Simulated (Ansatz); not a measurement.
# NiSi (Pnma): equation of state

An exercise on one series of results from a longer session: the logs are not shown, and one member is left open.

Computed with Ansatz 0.2.0 (DFT PBE, scalar-relativistic, plane waves, PAW, unless a step's input says otherwise).

Spin polarisation is switched off on purpose; where the compound carries moments, volume, stiffness and gap are then not the real material's.

**The system as given**

It takes space group Pnma (No. 62, orthorhombic). Conventional cell: a = 5.151 Å, b = 3.378 Å, c = 5.619 Å, α = 90.00°, β = 90.00°, γ = 90.00°. Around Si (site symmetry m) lie 6 Ni at 2.29 to 2.41 Å. Ni (site symmetry m) is surrounded by 6 Si at 2.29 to 2.41 Å.

As a file:

```xyz
8
Lattice="5.1513 0.0000 0.0000 0.0000 3.3778 0.0000 0.0000 0.0000 5.6187" Properties=species:S:1:pos:R:3 pbc="T T T"
Si    1.6554    2.5333    0.4729
Si    0.9202    0.8444    3.2823
Si    4.2310    2.5333    2.3364
Si    3.4959    0.8444    5.1458
Ni    0.0428    0.8444    1.0589
Ni    2.5329    2.5333    3.8682
Ni    2.6184    0.8444    1.7505
Ni    5.1085    2.5333    4.5599
```

An earlier run at PBE left this cell at 12.221 Å³/atom and -0.01 GPa (8×10×6 mesh).

Volume factors to run: 0.980, 1.020, 0.960, 1.040.

Set-up of the first run:

Input file input.yaml:

```yaml
crystal:
  lattice:
    - [5.1166902374, 0.0, 0.0]
    - [0.0, 3.3550865959, 0.0]
    - [0.0, 0.0, 5.5810157632]
  atoms:
    - { symbol: Si, position: [0.3213548306, 0.75, 0.0841685872] }
    - { symbol: Si, position: [0.1786451694, 0.25, 0.5841685872] }
    - { symbol: Si, position: [0.8213548306, 0.75, 0.4158314128] }
    - { symbol: Si, position: [0.6786451694, 0.25, 0.9158314128] }
    - { symbol: Ni, position: [0.008305021, 0.25, 0.1884531108] }
    - { symbol: Ni, position: [0.491694979, 0.75, 0.6884531108] }
    - { symbol: Ni, position: [0.508305021, 0.25, 0.3115468892] }
    - { symbol: Ni, position: [0.991694979, 0.75, 0.8115468892] }
basis:
  ecutwfc: 420
  ecutrho_ratio: 4
kpoints:
  mp_grid: { grid: [8, 10, 6] }
hamiltonian:
  xc: pbe
scf:
  occupations: { method: gaussian, width: 0.05 }
output:
  forces: true
  stress: true
  eigenvalues: true
relax:
  f_tol: 0.01
  max_steps: 40
  cell: { stress_tol: 0.1, fix: [volume] }
```

Launch:

```
> ansatz run input.yaml --threads 2 --pin off --max-ram 5120MiB --backend cpu --events-out ev --progress --plain --runs-dir out
```

Steps of the session up to this table: Scaling the volume by 0.980; At 1.020 of the relaxed volume; Scaling the volume by 0.960; Scaling the volume by 1.040.

One table of the session follows, with a row left open; its other results are not shown here.

It belongs to the step «The fit». 

| volume (Å³/atom) | energy (meV/atom) | pressure (GPa) |
| --- | --- | --- |
| 11.732 | 10.89 | 7.44 |
| 11.976 | 2.61 | 3.51 |
| 12.221 | 0.00 | -0.01 |
| 12.465 | ? | ? |
| 12.709 | 9.45 | -5.94 |

Q: Estimate the row for volume (Å³/atom) = 12.465 from the others.

Worked estimate for «energy (meV/atom)». A straight line through the neighbours (12.221, 0.00) and (12.709, 9.45) gives 0.00 + (9.45 − 0.00) × (12.465 − 12.221) / (12.709 − 12.221) = 4.72; a parabola fitted to 3 rows on both sides gives 2.29.

As computed: energy (meV/atom): 2.46; pressure (GPa): -3.15. In «energy (meV/atom)» the line misses by +2.26 and the parabola by -0.17.
